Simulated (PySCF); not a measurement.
# C3H10OSi2: geometry, electronic excitations

Aim: predict the electronic excitations of C3H10OSi2 (`C=C[Si@@H](C)O[SiH3]`).

Programs: PySCF 2.14.0, with density-fitted response routines of our own. Each step states its level of theory. These are calculated values for one molecule in the gas phase, unless marked as measured. Atoms are numbered from 0 throughout.

### Step 1. The molecule as given

16 atoms, charge 0, multiplicity 1; geometry from: GFN2-xTB.

Bonds of the start (Å): C0–C1 1.32, C1–Si2 1.89, Si2–C3 1.90, Si2–O4 1.63, O4–Si5 1.62, C0–H6 1.08, C0–H7 1.08, C1–H8 1.08, Si2–H9 1.47, C3–H10 1.09, C3–H11 1.09, C3–H12 1.09, Si5–H13 1.46, Si5–H14 1.46, Si5–H15 1.46.

### Step 2. Relaxing the molecule at PBE0-D3(BJ)/def2-SVP

The job: settings as JSON, then the geometry in Å.

```
{"job": {"xc": "PBE0", "basis": "def2-SVP", "d3": "d3bj", "grid": 1, "kind": "geom"}, "charge": 0, "multiplicity": 1}
C      1.894027     1.269177    -0.388068
C      1.799173    -0.002402    -0.033217
Si     0.208168    -1.015382    -0.061763
C     -0.259368    -1.545107     1.700930
O     -1.009798    -0.130939    -0.674616
Si    -1.923716     1.113383    -1.151207
H      2.822370     1.820528    -0.356734
H      1.029811     1.817514    -0.729872
H      2.696155    -0.509706     0.302497
H      0.320492    -2.154664    -0.979449
H     -0.371632    -0.686393     2.357859
H     -1.198383    -2.090523     1.708780
H      0.500764    -2.190900     2.129243
H     -3.262754     0.556337    -1.326701
H     -1.361462     1.620998    -2.403447
H     -1.891445     2.137023    -0.105644
```

**Question.** This job is followed by: TDDFT PBE0/aug-cc-pVDZ, vertical, gas phase, core orbitals frozen in the response; TDDFT PBE0/6-31+G*, vertical, gas phase, core orbitals frozen in the response. What will the session give for the following? point group; rotational constants (main isotopes); lowest singlet (PBE0/aug-cc-pVDZ); brightest single state of those computed; lowest triplet; range of the lowest singlet.

The runs gave:

| quantity | value |
| --- | --- |
| point group | C1 |
| rotational constants (main isotopes) | 2.73, 1.58, 1.11 GHz |
| lowest singlet (PBE0/aug-cc-pVDZ) | 6.32 eV (196 nm), f = 0.003 |
| brightest single state of those computed | state 2, 6.55 eV, f = 0.122 |
| lowest triplet | 4.18 eV |
| range of the lowest singlet | 6.32 to 6.43 eV |

What this shows: The optimisation took 5 steps and gained 0.175 eV; among the close pairs (by a distance rule), Si5–H15 changed most, from 1.464 to 1.495 Å. The lowest singlet, at 6.32 eV, is HOMO−1→LUMO 0.88 and is weak; of the 10 states computed, the strongest absorption comes from state 2 at 6.55 eV. The lowest triplet lies 2.14 eV below the lowest singlet (triplets in Tamm-Dancoff, singlets in full TDDFT). The lowest singlet runs from 6.32 eV (PBE0/aug-cc-pVDZ) to 6.43 eV (PBE0/6-31+G*), while the orbital gap spans 7.29 to 7.34 eV. The lowest state need not be the same one in every run.
